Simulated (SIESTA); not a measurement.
Runs of SIESTA 5.4.2 on In4GeSb2Te. Symmetry: I-42m, No. 121, tetragonal system. The conventional cell has a = 6.563 Å, b = 6.563 Å, c = 13.114 Å, α = 90.00°, β = 90.00°, γ = 90.00°. Te (site symmetry -42m) has 4 In at 2.99 Å as nearest neighbours. Sb (site symmetry -4) is surrounded by 4 In at 2.87 Å. Around In (site symmetry m) lie 1 Ge at 2.66 Å and 2 Sb at 2.87 Å and 1 Te at 2.99 Å. Around Ge (site symmetry -42m) lie 4 In at 2.66 Å. The cell comes from a database or a generator and needn't be the stable form of this composition.

```tsv
task	level	potentials or basis	cell	gap on the mesh (eV)	pressure (GPa)	largest force (eV/Å)
band structure	PBEsol	PseudoDojo 0.4 standard (PBEsol files), DZP (energy shift 0.003 Ry; two zetas on semicore shells)	as given	none	-1.9	(a)
band structure	PBE	PseudoDojo 0.4 standard (PBE files), DZP (energy shift 0.003 Ry; two zetas on semicore shells)	as given	none	0.1	0.05
single point	PBE	PseudoDojo 0.4 standard (PBE files), DZP (energy shift 0.003 Ry; two zetas on semicore shells)	atoms moved at random, drawn with an rms of 0.05 Å	none	0.2	0.57
single point	PBEsol	PseudoDojo 0.4 standard (PBEsol files), DZP (energy shift 0.003 Ry; two zetas on semicore shells)	atoms moved at random, drawn with an rms of 0.05 Å	none	-1.8	0.54
single point	PBE	PseudoDojo 0.4 standard (PBE files), DZP (energy shift 0.003 Ry; two zetas on semicore shells)	as given	none	0.1	0.05
```

Alike in all rows: no spin polarisation; k mesh 6 × 6 × 6; smearing fermi-dirac 0.05 eV; grid cutoff 800 Ry; energy shift 0.003 Ry.

Task: Fill in the values left out.

Result: (a) 0.06.

Caveats: the basis of atomic orbitals isn't converged, which shifts pressures, moduli and gaps; spin-orbit coupling is left out, which moves the levels of the heavy elements (some runs).

A k mesh can miss the band edges, and the runs leave out spin-orbit coupling on Ge, In, Sb, Te.

A gap of «none» marks a metal or a gap under the smearing width.
